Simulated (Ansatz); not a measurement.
# CH5ClOSn: the cost of one run

Program: Ansatz 0.2.0. Level of theory: RKS BLYP-D4/def2-SVP. These are calculated values, not measurements.

## Step 1: The starting structure

Bond lengths: Sn1–H2 1.940 Å, Sn1–C3 2.350 Å, C3–H4 1.110 Å, C3–H5 1.110 Å, C3–H6 1.110 Å, Sn1–Cl7 2.408 Å, Sn1–O8 1.959 Å, O8–H9 1.010 Å. Angles: H2–Sn1–C3 40.2°, H2–Sn1–Cl7 122.3°, H2–Sn1–O8 122.3°, C3–Sn1–Cl7 123.3°, C3–Sn1–O8 123.3°, Cl7–Sn1–O8 109.5°, Sn1–C3–H4 105.4°, Sn1–C3–H5 77.4°, Sn1–C3–H6 139.1°, H4–C3–H5 109.4°, H4–C3–H6 109.4°, H5–C3–H6 109.4°, Sn1–O8–H9 109.5°.

As a file:

```xyz
9

Sn    0.0000    0.0000    0.0000
H     1.0458    0.0000    1.6339
C     2.2453    0.0000    0.6940
H     2.5929   -1.0463    0.5658
H     2.2938    0.5276   -0.2814
H     2.8972    0.5187    1.4274
Cl   -1.1351    1.9666   -0.8025
O    -0.9232   -1.5994   -0.6527
H    -1.3778   -2.0650    0.1197
```

## Step 2: A restrained relaxation towards end A

Springs on the bonds that form and break draw the guess towards this end; the thresholds are loose.

input.yaml

```yaml
crystal:
  periodic: [false, false, false]
  atoms:
    - { symbol: Sn, position_ang: [0.0, 0.0, 0.0] }
    - { symbol: H, position_ang: [1.0458, 0.0, 1.6339] }
    - { symbol: C, position_ang: [2.2453, 0.0, 0.694] }
    - { symbol: H, position_ang: [2.5929, -1.0463, 0.5658] }
    - { symbol: H, position_ang: [2.2938, 0.5276, -0.2814] }
    - { symbol: H, position_ang: [2.8972, 0.5187, 1.4274] }
    - { symbol: Cl, position_ang: [-1.1351, 1.9666, -0.8025] }
    - { symbol: O, position_ang: [-0.9232, -1.5994, -0.6527] }
    - { symbol: H, position_ang: [-1.3778, -2.065, 0.1197] }
basis:
  gaussian: { orbitals: def2-SVP }
hamiltonian:
  xc: blyp
  dispersion: d4
relax:
  f_tol: 0.15
  max_steps: 25
  restrain:
    - { distance: [1, 2], at: 2.31, k: 30.0 }
    - { distance: [0, 1], at: 1.74, k: 30.0 }
    - { distance: [0, 2], at: 2.15, k: 30.0 }
```

Started as:

```console
$ ansatz run input.yaml --threads 2 --pin off --max-ram 3072MiB --backend cpu --events-out ev --progress --plain --runs-dir out
```

What time and memory should one allow on 2 threads of Arm Neoverse N1, shared host?

About 45 s, with a peak of 0.15 GiB.
